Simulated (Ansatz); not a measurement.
# InAsS4: the cost of one run

Program: Ansatz 0.2.0. Level of theory: DFT PBE, scalar-relativistic, plane waves, PAW. These are calculated values, not measurements.

## Step 1: The starting structure

The structure is hexagonal, space group P-6m2 (No. 187). The conventional cell has a = 5.915 Å, b = 5.915 Å, c = 4.798 Å, α = 90.00°, β = 90.00°, γ = 120.00°. In (site symmetry -6m2) has 3 As at 3.42 Å and 15 S at 3.42 to 3.81 Å as nearest neighbours. As (site symmetry -6m2) has 9 S at 2.93 to 3.42 Å and 3 In at 3.42 Å as nearest neighbours. S (site symmetry -6m2) is surrounded by 6 S at 2.96 Å and 3 In at 3.42 Å and 3 As at 3.42 Å. S (site symmetry mm2) has 6 S at 2.92 to 2.99 Å and 2 As at 2.93 Å and 4 In at 3.81 Å as nearest neighbours.

As a file:

```
In As S
1.0
     5.91545    0.00000    0.00000
    -2.95773    5.12293    0.00000
     0.00000    0.00000    4.79772
In As S
1 1 4
Direct
  0.00000 0.00000 0.00000
  0.33333 0.66667 0.00000
  0.66667 0.33333 0.00000
  0.00385 0.50192 0.50000
  0.49808 0.50192 0.50000
  0.49808 0.99615 0.50000
```

The cell is invented: species swapped into a database cell of CeCuPt4 (P-6m2, No. 187), with In on the Ce sites, As on the Cu sites and S on the Pt sites. Its size is a rough estimate.

## Step 2: A first look at the guess

Contents of input.yaml:

```yaml
crystal:
  lattice:
    - [5.91545074, 0.0, 0.0]
    - [-2.95772537, 5.12293062, 0.0]
    - [0.0, 0.0, 4.79771502]
  atoms:
    - { symbol: In, position: [0.0, 0.0, 0.0] }
    - { symbol: As, position: [0.33333333, 0.66666667, 0.0] }
    - { symbol: S, position: [0.66666667, 0.33333333, 0.0] }
    - { symbol: S, position: [0.003846, 0.501923, 0.5] }
    - { symbol: S, position: [0.498077, 0.501923, 0.5] }
    - { symbol: S, position: [0.498077, 0.996154, 0.5] }
basis:
  ecutwfc: 420
kpoints:
  mp_grid: { grid: [3, 3, 4] }
hamiltonian:
  xc: pbe
scf:
  occupations: { method: gaussian, width: 0.1 }
  lower_state_search: "off"
output:
  forces: true
  stress: true
  eigenvalues: true
```

The run is started by

```
$ ansatz run input.yaml --threads 1 --pin off --max-ram 2560MiB --backend cpu --events-out ev --progress --plain --runs-dir out
```

What time and memory should one allow on 1 thread of Intel Xeon Platinum 8488C (Sapphire Rapids), shared host?

About 4.4 s, with a peak of 0.42 GiB.
